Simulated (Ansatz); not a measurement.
# CH2NSn radical: up Jacob's ladder to CCSD(T)

How much do the methods differ for CH2NSn radical? The plan is to run it at one geometry with functionals of several rungs and with coupled cluster, and see how far each lands from CCSD(T) at the basis-set limit for the atomisation energy.

The runs use Ansatz 0.2.0, Gaussian basis; functionals in def2-TZVPP, the program's frozen cores in correlated methods.

The runs, in order: LDA (SPW92), PBE-D4, revPBE-D4, BLYP-D4, r2SCAN-D4, B97M-V, PBE0-D4, B3LYP-D4, r2SCANh-D4, r2SCAN0-D4, HSE06-D4, BHLYP-D4, CAM-B3LYP-D4, LC-ωPBE, ωB97X-V, ωB97M-V, B2PLYP, PBE-QIDH; CCSD(T)/def2-SVP; CCSD(T)/def2-TZVPP; MP2/def2-QZVPP; extrapolation to the limit; RPA on PBE.

## Step 1: Structure used throughout

All runs share one geometry, relaxed beforehand with PBE0-D4 in a triple-zeta def2 set. Sn takes the def2 core potential; no spin-orbit term is included.

SMILES `N#[C][SnH2]`, 5 atoms, charge 0, spin multiplicity 2.

Atoms are counted from 1 here; the program's logs count them from 0.

Bond lengths: N1–C2 1.154 Å, C2–Sn3 2.115 Å, Sn3–H4 1.710 Å, Sn3–H5 1.710 Å. Angles: N1–C2–Sn3 175.8°, C2–Sn3–H4 105.7°, C2–Sn3–H5 105.7°, H4–Sn3–H5 113.6°.

Geometry (Å):

```
N     0.8338   -1.5357    1.6656
C     0.5060   -0.8515    0.7960
Sn    0.0096    0.3311   -0.8863
H    -1.6485    0.0382   -1.1840
H     0.3490    1.9444   -0.4326
```

## Step 2: LDA

This LDA is Slater exchange with PW92 correlation.

Input file in.yaml:

```yaml
crystal:
  periodic: [false, false, false]
  atoms:
    - {symbol: N, position_ang: [0.833754, -1.535681, 1.665645]}
    - {symbol: C, position_ang: [0.506019, -0.851546, 0.795963]}
    - {symbol: Sn, position_ang: [0.009632, 0.331063, -0.886257]}
    - {symbol: H, position_ang: [-1.648459, 0.038190, -1.184027]}
    - {symbol: H, position_ang: [0.348953, 1.944374, -0.432625]}
basis:
  gaussian: {orbitals: def2-TZVPP}
magnetization: {spin_polarized: true, initial_magnetization: 1}
hamiltonian: {xc: lda}
output: {orbitals: {seedname: orbitals}}
```

After this run come: PBE-D4 (GGA); revPBE-D4 (GGA); BLYP-D4 (GGA); r2SCAN-D4 (meta-GGA); B97M-V (meta-GGA); PBE0-D4 (hybrid); B3LYP-D4 (hybrid); r2SCANh-D4 (hybrid); r2SCAN0-D4 (hybrid); HSE06-D4 (hybrid); BHLYP-D4 (hybrid); CAM-B3LYP-D4 (range-separated); LC-ωPBE-D4 (range-separated); ωB97X-V (range-separated); ωB97M-V (range-separated); B2PLYP (double hybrid); PBE-QIDH (double hybrid); CCSD(T) in def2-SVP; CCSD(T) in def2-TZVPP; MP2 in def2-QZVPP; RPA on PBE orbitals.

Before running them: what should the planned runs give, taken together? Wanted: atomisation energy, CCSD(T)/CBS; farthest beyond LDA; mean size of error, GGA; mean size of error, meta-GGA; mean size of error, hybrid; mean size of error, range-separated; mean size of error, double hybrid; gap, smallest and largest; T1 diagnostic.

The runs gave:

| quantity | value |
| --- | --- |
| atomisation energy, CCSD(T)/CBS | 386.8 kcal/mol |
| functionals within 3.9 kcal/mol (1.0 %) | revPBE-D4, r2SCAN-D4, B97M-V, PBE0-D4, B3LYP-D4, HSE06-D4, CAM-B3LYP-D4, LC-ωPBE, ωB97X-V, ωB97M-V, B2PLYP |
| farthest beyond LDA | BHLYP-D4 (-19.5 kcal/mol) |
| mean size of error, GGA | 7.1 kcal/mol |
| mean size of error, meta-GGA | 3.0 kcal/mol |
| mean size of error, hybrid | 7.6 kcal/mol |
| mean size of error, range-separated | 1.9 kcal/mol |
| mean size of error, double hybrid | 5.1 kcal/mol |
| gap, smallest and largest | 0.83 eV (LDA (SPW92)), 7.89 eV (LC-ωPBE) |
| T1 diagnostic | 0.0179 |
| triples share of the correlation energy | 4.0 % |

What this shows: The LDA atomisation energy is off by 64.2 kcal/mol (17 %): it overbinds. PBE-D4 misses by +13.6 kcal/mol. Double hybrids carry the basis error of their MP2 part in triple zeta, and no dispersion term here, so their miss is partly the set-up's. The rungs range-separated, meta-GGA miss on average by less than the doubt on the reference (3.9 kcal/mol), so they tie. The reference freezes the cores and leaves out spin-orbit coupling and excitations past (T), and its outer-core shells are covered unevenly, so misses under about 3.9 kcal/mol can't be ranked. All levels share the lack of spin-orbit coupling, which lowers the free heavy atoms and so the true binding. Hartree-Fock recovers 64 % of the binding; the rest is correlation. CCSD(T) in def2-SVP is off by -27.8 kcal/mol, so the small basis spoils what the method gains. Orbital gaps span 0.8 to 7.9 eV; exact exchange widens them. Correlated methods include outer-core shells of Sn, which these sets cover unevenly.
